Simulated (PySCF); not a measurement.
**U-r2SCAN/def2-SVP run of CH4BNO− (SMILES [BH2-]NC=O)**

What is the vertical ionisation energy of CH4BNO− at U-r2SCAN/def2-SVP? Input form: a Python script.

Program for the calculation: PySCF 2.14.0.

**1. The molecule**

The species is CH4BNO− (8 atoms), meant as a doublet with charge -1. SMILES: `[BH2-]NC=O`. The coordinates come from a GFN2-xTB relaxation.

Bond lengths: B1–N2 1.423 Å, N2–C3 1.376 Å, C3–O4 1.266 Å, B1–H5 1.199 Å, B1–H6 1.180 Å, N2–H7 1.013 Å, C3–H8 1.118 Å. Angles: B1–N2–C3 133.7°, N2–C3–O4 127.4°, B1–N2–H7 115.3°, C3–N2–H7 110.9°, N2–B1–H5 116.4°, N2–B1–H6 122.0°, N2–C3–H8 112.3°, O4–C3–H8 120.3°, H5–B1–H6 121.7°.

**2. The energy at U-r2SCAN/def2-SVP**

run.py reads:

```python
# [BH2-]NC=O
from pyscf import gto, dft

system = gto.M(
    atom='''
B     -0.715904     2.255823    -0.727507
N      0.706153     0.147512     0.145906
C      0.123815    -2.341749     0.620473
O     -1.999292    -3.413167     0.357366
H      0.416401     4.205000    -0.964894
H     -2.879508     2.089225    -1.239207
H      2.552755     0.498925     0.507562
H      1.795599    -3.441569     1.300264
''',
    basis='def2-svp',
    spin=1,
    unit='bohr',
    charge=-1,
    max_memory=1860,
    verbose=3,
)

mf = dft.UKS(system, xc='r2scan')
mf.conv_tol = 1e-10
mf.grids.level = 5
mf.kernel()
if not mf.converged:
    mf = mf.newton().run(mf.mo_coeff, mf.mo_occ)

etot = mf.e_tot
print('E = %.10f Eh' % etot)
```

Run with:

```sh
$ OMP_NUM_THREADS=1 python run.py
```

Output:

```text
converged SCF energy = -195.087759162407  <S^2> = 0.76407636  2S+1 = 2.0140272
E = -195.0877591624 Eh
```

Run time: 73 s. Hardware: 1 thread of Arm Neoverse V1, shared host; peak memory 0.47 GiB.

**3. Singlet neutral CH4BNO at the same level**

run.py reads:

```python
from pyscf import gto, dft

mol = gto.M(
    atom='''
B       -0.378840       1.193730      -0.384980
N        0.373680       0.078060       0.077210
C        0.065520      -1.239200       0.328340
O       -1.057980      -1.806170       0.189110
H        0.220350       2.225190      -0.510600
H       -1.523770       1.105570      -0.655760
H        1.350860       0.264020       0.268590
H        0.950190      -1.821200       0.688070
''',
    basis='def2-svp',
    charge=0,
    max_memory=1860,
    verbose=3,
)

calc0 = dft.RKS(mol, xc='r2scan')
calc0.grids.level = 5
calc0.conv_tol = 1e-10
calc0.kernel()
if not calc0.converged:
    calc0 = calc0.newton().run(calc0.mo_coeff, calc0.mo_occ)

e_final = calc0.e_tot
print(f'total energy: {e_final:.8f} hartree')
```

Run with:

```sh
$ OMP_NUM_THREADS=1 python run.py
```

Output:

```text
converged SCF energy = -195.097381576759
total energy: -195.09738158 hartree
```

It took 29 s on 1 thread of Arm Neoverse V1, shared host; peak memory 0.42 GiB.

**4. What came out**

At U-r2SCAN/def2-SVP:

| quantity | value |
| --- | --- |
| doublet CH4BNO−: total energy | -195.08776 Eh |
| doublet CH4BNO−: HOMO energy (highest over α and β) | 3.05 eV |
| doublet CH4BNO−: LUMO energy (lowest over α and β) | 4.90 eV |
| doublet CH4BNO−: ⟨S²⟩ | 0.764 |
| singlet neutral CH4BNO: total energy | -195.09738 Eh |
| singlet neutral CH4BNO: dipole moment | 3.63 D |
| singlet neutral CH4BNO: HOMO energy | -6.46 eV |
| singlet neutral CH4BNO: LUMO energy | -2.37 eV |
| singlet neutral CH4BNO: HOMO–LUMO gap | 4.09 eV |
| vertical detachment energy (to the singlet neutral) | -0.262 eV |

**Reading.** The species is unbound against losing an electron at this level, by 0.26 eV (−25.3 kJ/mol); missing correlation or diffuse functions can give that sign where the real anion is bound. Only the singlet of the ionised species was computed; a triplet could lie lower. Mulliken charges (doublet CH4BNO−) run from -0.43 on O4 to +0.10 on C3; they depend strongly on the basis. The HOMO (doublet CH4BNO−) lies at positive energy, 3.05 eV, as semi-local functionals often give for anions; only total energies tell whether the electron is bound.
